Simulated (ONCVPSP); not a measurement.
# Ir: generating and testing an ONCV potential

Task: generate the file, and judge it by its errors in other configurations, its logarithmic derivatives, its ghosts and its cutoff.

Program: ONCVPSP 4.0.1.1 (patched build). Reference atom: PBE, scalar-relativistic, spherical and spin-unpolarised. All values are calculated.

### 1 The atom and the settings

Typed settings, in words:

```json
{
 "element": "iridium (Ir, Z = 77)",
 "type": "optimised norm-conserving Vanderbilt (ONCV)",
 "frozen core": "[Xe]",
 "valence charge": "23",
 "reference configuration": "4f14 5d7 6s1.5 6p0.5",
 "partial waves": "6s: rc 2.60 bohr, ncon 3, nbas 8, qcut 2.1 1/bohr, 2 projectors, debl 2 Ha; 6p: rc 3.50 bohr, ncon 5, nbas 9, qcut 2.7 1/bohr, 3 projectors, debl 2.5 Ha; 5d: rc 1.90 bohr, ncon 3, nbas 7, qcut 10 1/bohr, 2 projectors, debl 3 Ha; 4f: rc 1.05 bohr, ncon 5, nbas 10, qcut 14.7 1/bohr, local",
 "local potential": "the f channel",
 "core correction": "Teter function, fcfact 5.25, rcfact 1.15"
}
```

An earlier all-electron run gives the scale for the radii.

All-electron outer shells of the reference configuration (PBE, scalar-relativistic, ld1.x):

| shell | level (eV) | outermost node (bohr) | outermost maximum (bohr) |
| --- | --- | --- | --- |
| 5s | -98.99 | 0.50 | 0.89 |
| 4f | -63.18 | – | 0.39 |
| 5p | -55.71 | 0.54 | 1.01 |
| 5d | -8.09 | 0.59 | 1.29 |
| 6s | -7.03 | 1.17 | 2.38 |
| 6p | -1.71 | 1.39 | 3.38 |

### 2 The generation run

Input file Ir.dat:

```
# ATOM AND REFERENCE CONFIGURATION
# atsym  z   nc   nv     iexc    psfile
  Ir 77.00   11    4        4      upf
#
#   n    l    f
    1    0    2.00
    2    0    2.00
    2    1    6.00
    3    0    2.00
    3    1    6.00
    3    2   10.00
    4    0    2.00
    4    1    6.00
    4    2   10.00
    5    0    2.00
    5    1    6.00
    4    3   14.00
    5    2    7.00
    6    0    1.50
    6    1    0.50
#
# PSEUDOPOTENTIAL AND OPTIMIZATION
# lmax
    3
#
#   l,   rc,      ep,       ncon, nbas, qcut
    0    2.60    0.00    3    8    2.10
    1    3.50    0.00    5    9    2.70
    2    1.90    0.00    3    7   10.00
    3    1.05    0.00    5   10   14.70
#
# LOCAL POTENTIAL
# lloc, lpopt,  rc(5),   dvloc0
    3    5    1.05    0.00
#
# VANDERBILT-KLEINMAN-BYLANDER PROJECTORs
# l, nproj, debl
    0    2    2.00
    1    3    2.50
    2    2    3.00
    3    0    3.60
#
# MODEL CORE CHARGE
# icmod, fcfact, rcfact
    3    5.25    1.15
#
# LOG DERIVATIVE ANALYSIS
# epsh1, epsh2, depsh
   -4.00    5.00    0.02
#
# OUTPUT GRID
# rlmax, drl
    6.00    0.01
#
# TEST CONFIGURATIONS
# ncnf
    4
# nvcnf
#   n    l    f
    4
    4    3   14.00
    5    2    7.00
    6    0    2.00
    6    1    0.00
#
    4
    4    3   14.00
    5    2    7.00
    6    0    1.00
    6    1    0.00
#
    4
    4    3   14.00
    5    2    7.00
    6    0    0.00
    6    1    0.00
#
    4
    4    3   14.00
    5    2    7.00
    6    0    1.50
    6    1    0.00
#
```

Run with:

```console
$ oncvpsp.x < Ir.dat > Ir.out
```

Q: Predict the outcome of this session. Wanted: cutoffs for 1 and 0.1 mHa per electron, occupied waves; bound ghosts; GHOST(+) flags; largest test error; largest phase difference near zero energy, channels read; rms error of d²Exc/dn², without and with the model core.

**Answer**, as computed:

```
                                                quantity                                                              value
  cutoffs for 1 and 0.1 mHa per electron, occupied waves                                                  254 Ha and 385 Ha
                                            bound ghosts                  s at -766.60 eV, s at -158.00 eV, p at -475.93 eV
                                          GHOST(+) flags  p at 57 eV, d at 329 eV (1 near or above the test basis's cutoff)
                            largest test error (AE − PS)                                     +9.9 meV, for 4f14 5d7 6s0 6p0
largest phase difference near zero energy, channels read                                                          0.146 rad
 rms error of d²Exc/dn², without and with the model core                                                  6.41 and 5.14 mHa
```

It has a bound ghost (s, p), a state that the atom doesn't have, and that rules the file out. Close by lies the frozen 4p level (-497.8 eV). By total energies transferability is good: the largest error is 9.9 meV on 24.7 eV, for 4f14 5d7 6s0 6p0. Atomic tests can pass in spite of a ghost, since they solve only for the levels asked. It counts as very hard, with 254 Ha needed at the looser tolerance. At the looser tolerance the 4f wave is the slowest; 5d needs 18 Ha. Of the channels read, f scatters worst near zero energy, by up to 0.15 rad. The program also flags highly localised states, GHOST(+) (p, d). Note that the frozen 5p shell (-56 eV) lies higher than the valence 4f shell (-63 eV).
